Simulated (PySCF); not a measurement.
**The bond of GaBi, level by level**

One job finds the state of GaBi, follows it along the bond with each method and fits the curves.

The runs use PySCF 2.14.0; Ga cc-pVDZ-PP with ECP10, Bi cc-pVDZ-PP with ECP60, scalar-relativistic core potentials.

## (1) The job

A driver script around PySCF takes these settings:

```yaml
atoms: Ga, Bi
charge: 0
basis: Ga cc-pVDZ-PP with ECP10, Bi cc-pVDZ-PP with ECP60
Hamiltonian: scalar-relativistic core potentials
basis_functions: 46
electrons_treated: 44
masses_in_u: 68.9256, 208.9804
levels: PBE0, PBE, r²SCAN, r²SCANh, BHandHLYP, M06-L, CAM-B3LYP, HF, MP2, SCS-MP2, CCSD, CCSD(T)
grid: 80 radial by 434 angular points
occupations: held fixed by the projection of orbital angular momentum
dissociation_limit: Ga + Bi, each in its ground configuration
starting_distance_in_angstrom: 2.665
values_of_2S_to_try: 0, 2, 4
```

On the command line:

```
OMP_NUM_THREADS=1 python dia.py task.json out
```

The runs that follow: PBE0 along the bond; Other states along the same grid; PBE (GGA); r²SCAN; r²SCANh (hybrid meta-GGA); BHandHLYP (global hybrid GGA); M06-L (meta-GGA); CAM-B3LYP (range-separated hybrid); UHF; Correlated methods on the Hartree–Fock reference.

**Question.** What will these runs give? Wanted: for each run, Re; ωe; De; μ.

The runs gave:

Lowest PBE0 solution found, without spin–orbit coupling: ³Σ⁻ (triplet), unpaired electrons π ↑↑. State 2 has its PBE0 minimum 0.24 eV higher. State 3 has its PBE0 minimum 0.29 eV higher, as a spin-mixed determinant (⟨S²⟩ = 1.00), so this is no gap between pure states. State 4 has its PBE0 minimum 0.44 eV higher, as a spin-mixed determinant (⟨S²⟩ = 1.01), so this is no gap between pure states. The other levels ran on the lowest alone.

```
      level  Re (Å)  ωe (cm⁻¹)  De (eV)  μ (D)
        UHF   2.915      139.5    0.466  -1.74
    UHF-MP2   2.859      165.6     1.19    n/a
UHF-SCS-MP2   2.876      162.8     1.13    n/a
   UHF-CCSD   2.889      151.6     1.16    n/a
UHF-CCSD(T)   2.890      151.7     1.24    n/a
        PBE   2.889      151.3     1.81  -1.06
     r²SCAN   2.859      155.4     1.62  -1.08
      M06-L   2.903      148.5     2.07  -1.11
    r²SCANh   2.852      156.7     1.57  -1.15
       PBE0   2.859      156.5     1.64  -1.22
  BHandHLYP   2.868      155.3     1.51  -1.47
  CAM-B3LYP   2.850      158.1     1.59  -1.41
```

De is counted to Ga + Bi in their ground configurations. A positive dipole means Ga(−)Bi(+).

Differences from CCSD(T) in the same basis:

| level | Re (mÅ) | ωe (%) |
| --- | --- | --- |
| UHF | +25 | -8.0 |
| UHF-MP2 | -31 | +9.1 |
| UHF-SCS-MP2 | -13 | +7.3 |
| UHF-CCSD | -1 | -0.1 |
| PBE | -1 | -0.3 |
| r²SCAN | -31 | +2.4 |
| M06-L | +13 | -2.1 |
| r²SCANh | -37 | +3.2 |
| PBE0 | -30 | +3.2 |
| BHandHLYP | -22 | +2.4 |
| CAM-B3LYP | -40 | +4.2 |

Against CCSD(T) in the same basis, the bond length is nearest at UHF-CCSD and PBE (-1 mÅ) and farthest at CAM-B3LYP (-40 mÅ); the wavenumber is nearest at UHF-CCSD (-0.1 %) and farthest at UHF-MP2 (+9.1 %). CCSD(T) in a basis this small is itself some way from its limit, more so than the functionals. Of the levels with a De here, UHF gives the least (0.466 eV) and M06-L the most (2.07 eV).

Correlated steps freeze 8 core orbitals. Spin–orbit coupling is left out, which matters for elements this heavy, above all for dissociation energies. With spin–orbit coupling the term label itself may not hold.
